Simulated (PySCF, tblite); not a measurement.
**C2H10Ge2O2: geometry, infrared bands and NMR shifts**

What infrared bands and NMR shifts should C2H10Ge2O2 (`[GeH3][CH2]OC[O][GeH3]`) show?

The runs use tblite 0.8.0 and PySCF 2.14.0, with density-fitted response routines of our own; the level of theory stands in each step. All values are computed, except where a source is named. Atoms count from 0, in the outputs and in this text.

**1. Starting geometry**

16 atoms, charge 0, multiplicity 1; geometry from: force field or distance geometry start.

Bonds of the start (Å): Ge0–C1 1.98, C1–O2 1.35, O2–C3 1.35, C3–O4 1.40, O4–Ge5 1.79, Ge0–H6 1.54, Ge0–H7 1.56, Ge0–H8 1.57, C1–H9 1.10, C1–H10 1.10, C3–H11 1.13, C3–H12 1.12, Ge5–H13 1.54, Ge5–H14 1.55, Ge5–H15 1.55.

**2. Optimising the geometry with GFN2-xTB**

What the job is given:

```
{"job": {"kind": "relax", "xc": "GFN2-xTB", "basis": "xTB"}, "charge": 0, "multiplicity": 1}
Ge     2.637900    -0.113200     0.419400
C      1.035300     0.166100    -0.714700
O     -0.062300     0.457700     0.022200
C     -0.525800    -0.415200     0.938200
O     -1.663300     0.177400     1.508900
Ge    -2.828600     0.432100     0.168900
H      3.388600    -1.364300    -0.060600
H      2.267400    -0.169400     1.930700
H      3.617400     1.088400     0.187000
H      1.287800     1.044400    -1.328400
H      0.980100    -0.715000    -1.375700
H     -0.879700    -1.403400     0.527100
H      0.191700    -0.698100     1.744100
H     -2.982300    -0.859400    -0.647500
H     -2.270800     1.502800    -0.801200
H     -4.201000     0.878000     0.737500
```

On the command line:

```sh
OMP_NUM_THREADS=1 python probes_run.py task.json out
```

The driver reads the jobs from task.json and runs them one after another.

The program printed:

```text
step      E/eV     max force
  0    -580.55470    2.423
  1    -580.76784    0.874
  2    -580.86999    0.646
  3    -580.92503    0.578
  4    -580.95537    0.419
  5    -580.98789    0.416
  6    -581.01165    0.584
  7    -581.04088    0.569
  8    -581.06038    0.337
  9    -581.07159    0.282
 10    -581.07936    0.258
 11    -581.08746    0.263
 12    -581.09553    0.273
 13    -581.10407    0.263
 14    -581.11341    0.278
 15    -581.12384    0.286
 16    -581.13443    0.264
 17    -581.14346    0.194
 18    -581.14973    0.178
 19    -581.15445    0.168
 20    -581.15957    0.200
 21    -581.16513    0.189
 22    -581.17007    0.167
 23    -581.17354    0.163
 24    -581.17586    0.132
 25    -581.17783    0.123
 26    -581.17979    0.128
 27    -581.18145    0.114
 28    -581.18268    0.078
 29    -581.18375    0.074
 30    -581.18482    0.087
 31    -581.18588    0.077
 32    -581.18693    0.098
 33    -581.18804    0.103
 34    -581.18935    0.112
 35    -581.19082    0.121
 36    -581.19225    0.100
 37    -581.19356    0.113
 38    -581.19492    0.114
 39    -581.19655    0.127
 40    -581.19850    0.131
 41    -581.20063    0.110
 42    -581.20279    0.118
 43    -581.20507    0.135
 44    -581.20767    0.157
 45    -581.21064    0.146
 46    -581.21392    0.151
 47    -581.21725    0.119
 48    -581.21995    0.193
 49    -581.22373    0.205
 50    -581.22825    0.195
 51    -581.23430    0.182
 52    -581.23820    0.143
 53    -581.24120    0.101
 54    -581.24261    0.113
 55    -581.24387    0.118
 56    -581.24567    0.135
 57    -581.24825    0.231
 58    -581.25155    0.176
 59    -581.25538    0.109
 60    -581.25735    0.108
 61    -581.25889    0.135
 62    -581.26166    0.157
 63    -581.26417    0.122
 64    -581.26592    0.073
 65    -581.26681    0.065
 66    -581.26735    0.077
 67    -581.26792    0.065
 68    -581.26870    0.069
 69    -581.26932    0.076
 70    -581.26992    0.051
 71    -581.27035    0.050
 72    -581.27071    0.047
 73    -581.27114    0.049
 74    -581.27179    0.066
 75    -581.27258    0.073
 76    -581.27326    0.065
 77    -581.27371    0.041
 78    -581.27404    0.044
 79    -581.27437    0.046
 80    -581.27490    0.068
 81    -581.27558    0.083
 82    -581.27624    0.066
 83    -581.27681    0.050
 84    -581.27730    0.049
 85    -581.27782    0.070
 86    -581.27851    0.090
 87    -581.27940    0.092
 88    -581.28047    0.078
 89    -581.28169    0.073
 90    -581.28287    0.086
 91    -581.28395    0.087
 92    -581.28488    0.081
 93    -581.28564    0.064
 94    -581.28633    0.062
 95    -581.28699    0.088
 96    -581.28776    0.085
 97    -581.28865    0.060
 98    -581.28936    0.051
 99    -581.29010    0.069
100    -581.29117    0.091
101    -581.29265    0.096
102    -581.29448    0.108
103    -581.29596    0.075
104    -581.29670    0.098
105    -581.29738    0.072
106    -581.29815    0.072
107    -581.29946    0.083
108    -581.30134    0.113
109    -581.30349    0.143
110    -581.30538    0.113
111    -581.30668    0.098
112    -581.30756    0.079
113    -581.30826    0.068
114    -581.30956    0.088
115    -581.31145    0.125
116    -581.31462    0.144
117    -581.31820    0.140
118    -581.32072    0.077
119    -581.32193    0.093
120    -581.32258    0.116
121    -581.32398    0.064
122    -581.32499    0.065
123    -581.32627    0.064
124    -581.32698    0.052
125    -581.32768    0.067
126    -581.32831    0.068
127    -581.32918    0.082
128    -581.33034    0.092
129    -581.33166    0.091
130    -581.33283    0.072
131    -581.33389    0.066
132    -581.33515    0.128
133    -581.33681    0.179
134    -581.33921    0.172
135    -581.34206    0.173
136    -581.34564    0.119
137    -581.34721    0.103
138    -581.34849    0.124
139    -581.34955    0.086
140    -581.35107    0.081
141    -581.35200    0.073
142    -581.35308    0.088
143    -581.35467    0.053
144    -581.35517    0.048
145    -581.35555    0.035
146    -581.35577    0.030
147    -581.35595    0.032
148    -581.35608    0.016
149    -581.35615    0.015
150    -581.35620    0.014
151    -581.35626    0.018
152    -581.35638    0.025
153    -581.35657    0.035
154    -581.35687    0.049
155    -581.35724    0.047
156    -581.35760    0.046
157    -581.35791    0.044
158    -581.35814    0.048
159    -581.35836    0.034
160    -581.35857    0.033
161    -581.35882    0.038
162    -581.35908    0.043
163    -581.35940    0.034
164    -581.35974    0.043
165    -581.36012    0.037
166    -581.36043    0.031
167    -581.36062    0.044
168    -581.36078    0.025
169    -581.36087    0.017
170    -581.36091    0.017
171    -581.36097    0.017
172    -581.36104    0.025
173    -581.36116    0.035
174    -581.36133    0.045
175    -581.36161    0.046
176    -581.36197    0.044
177    -581.36235    0.044
178    -581.36266    0.041
179    -581.36290    0.044
180    -581.36308    0.033
181    -581.36317    0.018
182    -581.36323    0.017
183    -581.36326    0.014
184    -581.36329    0.010
```

Wall time 2.1 s (1 thread of Arm Neoverse N1, shared host).

The steps of the relaxation: (not every step is listed)

```tsv
step	energy from step 0 (eV)	largest force (eV/Å)
0	0.0000	2.4227
1	-0.2131	0.8741
2	-0.3153	0.6458
3	-0.3703	0.5785
4	-0.4007	0.4187
5	-0.4332	0.4160
6	-0.4570	0.5837
7	-0.4862	0.5687
8	-0.5057	0.3366
25	-0.6231	0.1228
42	-0.6481	0.1184
59	-0.7007	0.1089
76	-0.7186	0.0647
93	-0.7309	0.0639
110	-0.7507	0.1128
127	-0.7745	0.0820
144	-0.8005	0.0485
161	-0.8041	0.0377
178	-0.8080	0.0410
179	-0.8082	0.0440
180	-0.8084	0.0333
181	-0.8085	0.0177
182	-0.8085	0.0169
183	-0.8086	0.0141
184	-0.8086	0.0096
```

Close pairs (by a distance rule), those that changed most:

```tsv
bond	before (Å)	after (Å)	change (Å)
Ge0–H8	1.568	1.492	-0.075
Ge0–H7	1.557	1.497	-0.060
Ge5–H15	1.551	1.493	-0.058
C1–O2	1.354	1.408	+0.055
O2–C3	1.348	1.397	+0.050
Ge5–H14	1.549	1.500	-0.049
Ge0–H6	1.536	1.495	-0.041
Ge5–H13	1.536	1.495	-0.041
```

The end geometry stands in the next job.

**3. Infrared spectrum with GFN2-xTB**

What the job is given:

```
{"job": {"kind": "ir", "xc": "GFN2-xTB", "basis": "xTB"}, "charge": 0, "multiplicity": 1}
Ge     2.397596     0.261281     0.429510
C      1.048944    -0.663891    -0.719184
O     -0.290947    -0.377342    -0.393194
C     -0.672744    -0.802833     0.881863
O     -1.924589    -0.325097     1.141140
Ge    -2.531840     0.963471     0.076457
H      3.658774     0.409502    -0.359444
H      2.759959    -0.494890     1.669852
H      1.933644     1.624532     0.821223
H      1.172539    -0.329421    -1.750762
H      1.215959    -1.749993    -0.698156
H     -0.670144    -1.906472     0.936981
H      0.058335    -0.422771     1.629251
H     -2.725197     0.461566    -1.318149
H     -1.611460     2.146074     0.133076
H     -3.826427     1.215228     0.775608
```

The program printed:

```text
mode    cm-1     km/mol
  1      22.1      0.27
  2      85.0      3.21
  3     126.8      7.08
  4     129.1      4.31
  5     146.6      1.91
  6     201.3      9.66
  7     230.6      0.38
  8     317.7      6.64
  9     443.2     70.56
 10     450.8     21.53
 11     493.2     62.59
 12     529.6     89.02
 13     577.8     82.39
 14     606.2     76.12
 15     661.3     68.44
 16     750.3    320.02
 17     761.9    255.04
 18     784.5    138.61
 19     809.5    178.79
 20     820.0    177.25
 21     854.6     71.81
 22     876.0    111.94
 23    1010.8     50.29
 24    1091.9     46.81
 25    1102.1     62.44
 26    1141.4    218.33
 27    1215.2     24.00
 28    1225.9     30.68
 29    1261.6     14.21
 30    1353.2     30.55
 31    1433.4      1.39
 32    1507.0      9.42
 33    1958.9     89.16
 34    1986.2    113.05
 35    2034.3    443.17
 36    2069.2    361.32
 37    2078.3    614.79
 38    2091.0    379.30
 39    2711.1    165.52
 40    2823.0     88.17
 41    2852.2     61.83
 42    2961.7     17.19
```

It took 0.9 s on 1 thread of Arm Neoverse N1, shared host.

Which atoms move in the most intense modes:

```tsv
cm⁻¹	km/mol	atoms
750	320.0	H15 28 %, H14 20 %, H13 16 %, H8 10 %
762	255.0	H7 22 %, H8 20 %, H6 18 %, H13 12 %
810	178.8	H14 52 %, H15 35 %, H13 11 %
1141	218.3	C3 50 %, O4 41 %
2034	443.2	H13 64 %, H14 29 %
2069	361.3	H7 46 %, H6 42 %
2078	614.8	H15 79 %, H13 12 %
2091	379.3	H8 66 %, H6 27 %
```

**4. Nuclear shieldings: PBE0/pcSseg-1**

Same as in step 3 but for these lines:

```diff
@@ -1,2 +1,2 @@
-{"job": {"kind": "ir", "xc": "GFN2-xTB", "basis": "xTB"}, "charge": 0, "multiplicity": 1}
+{"job": {"kind": "nmr", "xc": "PBE0", "basis": "pcSseg-1"}, "charge": 0, "multiplicity": 1}
 Ge     2.397596     0.261281     0.429510
```

With the program's defaults for keys left out, this is: GIAO PBE0/pcSseg-1 NMR shielding, non-relativistic, gas phase.

The program printed:

```text
coarse grid: 60272 points
cycle   1  E = -4385.2130954963  dE = -6.620e-01  |g| = 1.421e+00  |ddm| = 3.648e+00
cycle   2  E = -4384.9801337129  dE =  2.330e-01  |g| = 1.761e+00  |ddm| = 1.775e+00
cycle   3  E = -4385.3840633995  dE = -4.039e-01  |g| = 2.881e-01  |ddm| = 1.306e+00
cycle   4  E = -4385.3977481526  dE = -1.368e-02  |g| = 8.638e-02  |ddm| = 2.166e-01
cycle   5  E = -4385.3985629335  dE = -8.148e-04  |g| = 1.898e-02  |ddm| = 5.989e-02
cycle   6  E = -4385.3986220498  dE = -5.912e-05  |g| = 7.433e-03  |ddm| = 1.861e-02
cycle   7  E = -4385.3986308279  dE = -8.778e-06  |g| = 1.043e-03  |ddm| = 5.454e-03
final grid: 124632 points
cycle   8  E = -4385.3986270630  dE =  3.008e-08  |g| = 1.344e-03  |ddm| = 2.453e-03
cycle   9  E = -4385.3986268089  dE =  2.541e-07  |g| = 1.845e-03  |ddm| = 1.990e-03
cycle  10  E = -4385.3986273986  dE = -5.897e-07  |g| = 1.273e-04  |ddm| = 1.078e-03
cycle  11  E = -4385.3986274019  dE = -3.364e-09  |g| = 3.130e-05  |ddm| = 1.271e-04
cycle  12  E = -4385.3986274020  dE = -1.228e-10  |g| = 4.469e-06  |ddm| = 2.392e-05
converged SCF energy = -4385.3986274020

GIAO shielding tensors (ppm)
atom      isotropic    diamagn.    paramagn.     s11        s22        s33       span
  0 Ge    1585.482    2756.054   -1170.572   1503.436   1563.370   1689.640    186.204
  1 C      130.526     245.131    -114.605     84.380    117.021    190.178    105.799
  2 O      276.828     403.240    -126.412    209.021    288.377    333.084    124.063
  3 C       88.756     244.830    -156.075     68.231     81.221    116.815     48.584
  4 O      298.254     401.921    -103.667    223.818    285.966    384.977    161.159
  5 Ge    1435.418    2756.192   -1320.774   1316.555   1376.244   1613.455    296.899
  6 H       28.368      28.725      -0.357     21.928     22.684     40.493     18.565
  7 H       27.855      29.234      -1.378     21.109     23.253     39.203     18.093
  8 H       28.040      29.772      -1.731     21.281     24.018     38.822     17.541
  9 H       27.336      30.204      -2.869     21.263     28.061     32.683     11.420
 10 H       27.823      29.765      -1.942     21.792     28.068     33.609     11.817
 11 H       26.616      30.096      -3.480     22.147     26.707     30.993      8.845
 12 H       26.738      32.036      -5.298     21.457     27.073     31.684     10.227
 13 H       26.852      29.688      -2.836     19.878     23.330     37.347     17.469
 14 H       26.903      30.067      -3.165     19.784     23.926     36.999     17.215
 15 H       27.361      28.530      -1.169     20.490     22.567     39.026     18.536
```

Wall time 69 s (1 thread of Arm Neoverse N1, shared host); peak memory 0.85 GiB.

The references, computed at this level on geometries of the same kind, shield at (ppm): ¹H TMS 31.72, ¹³C TMS 186.9, ¹⁷O H2O 336.1, ⁷³Ge GeMe4 1331. Their shielding less the atom's gives the shift. The references are single molecules in the gas phase, so shifts against H2O, NH3, PH3, H3PO4 or CFCl3 are not on the usual liquid scales and can be off by tens of ppm. Atoms listed in one row are averaged.

```tsv
atoms	environment	σ (ppm)	δ (ppm)
C3	sp3 carbon bearing two oxygens	88.8	98.2
C1	sp3 CH2 bonded to Ge and O	130.5	56.4
H11, H12	hydrogen on an sp3 carbon bearing two oxygens	26.68	5.04
H13, H14, H15	hydrogen on a germanium bonded to O	27.04	4.68
H9, H10	hydrogen on an sp3 CH2 bonded to Ge and O	27.58	4.14
H6, H7, H8	hydrogen on a germanium bonded to C	28.09	3.63
Ge5	germanium bonded to O, 3 H	1435	-104
Ge0	germanium bonded to C, 3 H	1585	-255
O2	ether oxygen	276.8	59.3
O4	oxygen bonded to C, Ge	298.3	37.8
```

Charges from the same density, by scheme (e):

```tsv
atoms	Mulliken	IAO	Hirshfeld	ESP fit
Ge0	0.14	0.44	0.29	0.31
C1	-0.16	-0.29	-0.07	-0.25
O2	-0.54	-0.38	-0.12	-0.25
C3	0.37	0.16	0.06	0.36
O4	-0.70	-0.61	-0.25	-0.49
Ge5	0.53	0.73	0.37	0.50
```

Mayer bond orders: Ge0–C1 0.92, C1–O2 0.89, O2–C3 0.89, C3–O4 0.99, O4–Ge5 0.77.

**5. Summary of results**

| quantity | value |
| --- | --- |
| strongest single infrared mode (GFN2-xTB) | 2078 cm⁻¹, 615 km/mol |
| zero-point energy (GFN2-xTB) | 66.6 kcal/mol |
| ¹³C shifts against TMS (PBE0/pcSseg-1) | 98.2, 56.4 ppm |
| ¹H shifts against TMS (PBE0/pcSseg-1, means over atoms taken as alike) | 5.04, 4.68, 4.14, 3.63 ppm |
| ⁷³Ge shifts against GeMe4 (PBE0/pcSseg-1) | -104, -255 ppm |
| ¹⁷O shifts against H2O (PBE0/pcSseg-1) | 59.3, 37.8 ppm |

What this shows: Relaxing lowered the energy by 0.809 eV in 184 steps; the close pair that moved most is Ge0–H8, from 1.568 to 1.492 Å. All 42 modes are real, so the xTB geometry is a minimum. The strongest single mode, at 2078 cm⁻¹, moves mainly H15. Unscaled tight-binding wavenumbers are off by several per cent, some by more. Its intensities can rank the bands wrongly. The most deshielded hydrogen is H11, H12 (mean) (hydrogen on an sp3 carbon bearing two oxygens), at 5.04 ppm: its carbon carries O, an electronegative neighbour. At PBE0/pcSseg-1: Shielding is most anisotropic at Ge5 (span 297 ppm, paramagnetic term -1321 ppm). Spin-orbit coupling is left out, which matters for shieldings and couplings at and beside the heavy atoms.
